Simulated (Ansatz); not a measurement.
Predict the output of the script below (the Ansatz DFT code, driven from Python).

`freq_ass.py`:
```python
from dataclasses import dataclass
import itertools
import logging
import sys

import ansatz as az
from ase import Atoms
from ase.data import atomic_numbers, covalent_radii
import numpy as np

logging.basicConfig(stream=sys.stdout, format="%(name)s: %(message)s")
logger = logging.getLogger("calc")
logger.setLevel(logging.INFO)


@dataclass(frozen=True)
class RunConfig:
    basis: str = "def2-SVP"
    xc: str = "pbe0"


opts = RunConfig()

atoms = Atoms(["As", "S"], positions=[
    (0.0, 0.0, 0.0),
    (0.0, 0.0, 2.16),
])
system = az.Crystal.molecule_from_ase(atoms)

setup = system.calculation()
setup = setup.basis(gaussian=opts.basis)
setup = setup.functional(opts.xc)
setup = setup.spin("collinear", total=1)
symbols = [site.symbol for site in system.cartesian_sites]
start = np.array([site.position_ang for site in system.cartesian_sites], dtype=float)
r = setup.relax(force_tolerance=0.003).run().report
end = np.array(r["positions_ang"])

radius = [covalent_radii[atomic_numbers[s]] for s in symbols]
span = lambda where, i, j: np.linalg.norm(where[i] - where[j])
bonded = [(i, j) for i, j in itertools.combinations(range(len(symbols)), 2) if min(span(start, i, j), span(end, i, j)) < 1.2 * (radius[i] + radius[j])]
logger.info("pair        before    after (A)")
for i, j in bonded:
    print(f"{symbols[i]}{i}-{symbols[j]}{j}".ljust(10), f"{span(start, i, j):8.4f} {span(end, i, j):8.4f}")

minimum = az.Crystal.molecule()
for symbol, place in zip(symbols, end):
    minimum = minimum.atom(symbol, place.tolist())
vibrating = minimum.calculation()
vibrating = vibrating.basis(gaussian=opts.basis)
vibrating = vibrating.functional(opts.xc)
vibrating = vibrating.spin("collinear", total=1).phonons(temperatures=(100, 500, 100))
vib = vibrating.run().report["vibrations"]
sums = vib["harmonic_sums"]
modes = [m["omega_inv_cm"] for m in sums["modes_at_gamma"] if m["rigid_motion"] == "no"]
print("frequencies (1/cm):", " ".join(f"{w:.0f}" for w in modes))
print("imaginary modes:", sum(w < 0 for w in modes), " zero-point energy:", round(sums["zero_point_energy_ev"], 4), "eV")
logger.info("T (K)   F_vib (eV)   S_vib (meV/K)   C_vib (meV/K)")
for row in zip(sums["temperatures_k"], sums["vibrational_free_energy_ev"], vib["entropy_ev_per_k"], vib["heat_capacity_ev_per_k"]):
    logger.info(f"{row[0]:6.1f} {row[1]:11.4f} {1000 * row[2]:13.4f} {1000 * row[3]:15.4f}")
```

Running `python freq_ass.py` prints:
```text
calc: pair        before    after (A)
As0-S1       2.1600   2.0190
frequencies (1/cm): 599
imaginary modes: 0  zero-point energy: 0.0371 eV
calc: T (K)   F_vib (eV)   S_vib (meV/K)   C_vib (meV/K)
calc:  100.0      0.0371        0.0002          0.0012
calc:  200.0      0.0369        0.0062          0.0221
calc:  300.0      0.0356        0.0199          0.0452
calc:  400.0      0.0329        0.0350          0.0594
calc:  500.0      0.0287        0.0492          0.0677
```

Caveats:
- The frequencies are harmonic and unscaled, in a modest basis.
- The run takes the species as open-shell (spin multiplicity 2), which needn't be its ground state.
- The spin state was assumed, and another may lie lower.
- The whole script took 27 s on 1 thread of Arm Neoverse V1 (shared host), peak memory 0.2 GiB.
